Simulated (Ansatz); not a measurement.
# BAs: a single-point run

The task is a single-point run on BAs. The structure is shown as the input types it.

Program: Ansatz 0.2.0. Level of theory: density functional or hybrid calculation with the settings of its input, plane waves. These are calculated values, not measurements.

4 further runs of the same task are left out: 1 for a known fault of the program, 3 that didn't finish.

### 1 Starting point

It takes space group F-43m (No. 216, cubic). The conventional cell has a = 4.784 Å, b = 4.784 Å, c = 4.784 Å, α = 90.00°, β = 90.00°, γ = 90.00°. B (site symmetry -43m) has 4 As at 2.07 Å as nearest neighbours. As (site symmetry -43m) has 4 B at 2.07 Å as nearest neighbours.

Structure file:

```cif
data_structure
_symmetry_space_group_name_H-M 'F-43m'
_symmetry_Int_Tables_number 216
_cell_length_a 4.7837
_cell_length_b 4.7837
_cell_length_c 4.7837
_cell_angle_alpha 90.000
_cell_angle_beta 90.000
_cell_angle_gamma 90.000
_cell_volume 109.47
loop_
_atom_site_label
_atom_site_type_symbol
_atom_site_symmetry_multiplicity
_atom_site_Wyckoff_symbol
_atom_site_fract_x
_atom_site_fract_y
_atom_site_fract_z
_atom_site_occupancy
B1 B 4 a 0.00000 0.00000 0.00000 1
As1 As 4 d 0.25000 0.25000 0.75000 1
```

### 2 The run

Input file input.yaml:

```yaml
crystal:
  lattice:
    - [0.0, 2.3918676044, 2.3918676044]
    - [2.3918676044, 0.0, 2.3918676044]
    - [2.3918676044, 2.3918676044, 0.0]
  atoms:
    - { symbol: B, position: [0.0, 0.0, 0.0] }
    - { symbol: As, position: [0.25, 0.25, 0.25] }
kpoints:
  mp_grid: { grid: [4, 4, 4] }
hamiltonian:
  xc: { exchange: pbe, correlation: pbe, exx: { coeff: -0.2, omega: 0.5 } }
scf:
  occupations: { method: fixed }
  n_extra_bands: 4
output:
  forces: true
  stress: true
  eigenvalues: true
```

The run is started by

```bash
$ ansatz run input.yaml --threads 4 --pin off --max-ram 3686MiB --backend cpu --events-out ev --progress --plain --runs-dir out
```

What happens when this is run?

The program refused the input before any cycle. The line that matters: «invalid value for `hamiltonian.xc.exx.coeff`: must be finite and in (0, 1]; got -0.2»

The suspect setting: hamiltonian.xc.exx.coeff is -0.2. The number typed is not permitted for that setting.

The cure: set hamiltonian.xc.exx.coeff to 0.3.
